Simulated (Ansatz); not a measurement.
# BH4NO2 + HF: a complex and its separated parts

Aim: how far the complex at one end of a reaction step lies below its separated, relaxed parts, level by level.

Computed with Ansatz 0.2.0, Gaussian basis. Level: PBE0-D4/def2-TZVP structures, single points in def2-TZVPP, no counterpoise correction.

Levels: SPW92, PBE-D4, BLYP-D4, r2SCAN-D4, B97M-V, PBE0-D4, B3LYP-D4, r2SCAN0-D4, BHLYP-D4, CAM-B3LYP-D4, wB97X-V, wB97M-V, B2PLYP, PBE-QIDH, RPA on PBE, Hartree-Fock, MP2, CCSD, CCSD(T).

Correlated methods freeze the cores. B3LYP uses VWN-RPA correlation. B2PLYP carries no dispersion term here.

94 further runs of the same task are left out: 94 set aside as unsound or not needed. Runs told in other sessions of the task aren't counted.

**1. Starting geometry**

The complex: 10 atoms, charge 0, spin multiplicity 1.

Atoms are counted from 1 here; the program's logs count them from 0.

Bond lengths: B1–O3 1.363 Å, B1–O4 1.361 Å, B1–N6 1.451 Å, F2–H5 0.957 Å, O3–H7 0.962 Å, O4–H8 0.961 Å, N6–H9 1.010 Å, N6–H10 1.009 Å. Angles: O3–B1–O4 120.3°, O3–B1–N6 121.7°, O4–B1–N6 118.0°, B1–O3–H7 113.6°, B1–O4–H8 111.9°, B1–N6–H9 116.9°, B1–N6–H10 115.6°, H9–N6–H10 110.4°.

As a file:

```xyz
10
BFH5NO2
B    -0.6094    0.3671    0.0289
F     2.0179   -0.8992   -1.0083
O    -0.0167    1.3595   -0.6938
O    -1.9599    0.2035   -0.0092
H     1.3155   -1.0199   -0.3698
N     0.1679   -0.5735    0.8141
H     0.9257    1.2251   -0.8330
H    -2.3730    0.7864   -0.6512
H     0.8974   -0.1880    1.3970
H    -0.3653   -1.2611    1.3254
```

Its parts: BH4NO2 holds atoms 1, 3, 4, 6, 7, 8, 9, 10; HF holds atoms 2, 5. Each part counts its atoms afresh in its own runs.

**2. Relaxing BH4NO2 alone**

Input file relax-a/in.yaml:

```yaml
crystal:
  periodic: [false, false, false]
  atoms:
    - {symbol: B, position_ang: [-0.609402, 0.367100, 0.028884]}
    - {symbol: O, position_ang: [-0.016676, 1.359537, -0.693845]}
    - {symbol: O, position_ang: [-1.959942, 0.203496, -0.009234]}
    - {symbol: N, position_ang: [0.167915, -0.573464, 0.814089]}
    - {symbol: H, position_ang: [0.925698, 1.225099, -0.833003]}
    - {symbol: H, position_ang: [-2.373049, 0.786412, -0.651207]}
    - {symbol: H, position_ang: [0.897409, -0.187986, 1.397031]}
    - {symbol: H, position_ang: [-0.365276, -1.261105, 1.325377]}
basis:
  gaussian: {orbitals: def2-TZVP}
hamiltonian: {xc: pbe0, dispersion: d4}
relax: {f_tol: 0.005, max_steps: 200}
```

The run is started by

```bash
ansatz run in.yaml --threads 4 --pin off --events-out ev --progress --plain --max-ram 9574MiB
```

The runs that follow: Relaxing HF alone; SPW92/def2-TZVPP; PBE-D4/def2-TZVPP; BLYP-D4/def2-TZVPP; r2SCAN-D4/def2-TZVPP; B97M-V/def2-TZVPP; PBE0-D4/def2-TZVPP; B3LYP-D4/def2-TZVPP; r2SCAN0-D4/def2-TZVPP; BHLYP-D4/def2-TZVPP; CAM-B3LYP-D4/def2-TZVPP; wB97X-V/def2-TZVPP; wB97M-V/def2-TZVPP; B2PLYP/def2-TZVPP; PBE-QIDH/def2-TZVPP; RPA on PBE/def2-TZVPP; CCSD(T)/def2-TZVPP; Vibrations of BH4NO2; Vibrations of HF.

What does the calculation give? Wanted: complex less parts, CCSD(T)/def2-TZVPP; with zero-point energy; largest T1 diagnostic.

The runs gave:

| quantity | value |
| --- | --- |
| complex less parts, CCSD(T)/def2-TZVPP | -8.4 kcal/mol |
| with zero-point energy | -5.6 kcal/mol |
| largest T1 diagnostic | 0.011 |

What this shows: At CCSD(T) the complex lies 8.4 kcal/mol below its parts. B2PLYP is the best functional here (-0.1 kcal/mol from CCSD(T)); SPW92 is the worst (-7.7 kcal/mol). By rung, the mean size of the error is: LDA 7.7, GGA 2.4, meta-GGA 1.5, hybrid 1.1, range-separated hybrid 1.2, double hybrid 0.3 kcal/mol. The double hybrids carry no dispersion term here, unlike the levels marked D4 or V. PBE-D4 gives a relative energy 3.0 kcal/mol too low, outside chemical accuracy (1 kcal/mol). No counterpoise was applied, and triple zeta lacks some correlation, so the CCSD(T) reference has a basis error of its own, and close matches with it are partly luck.
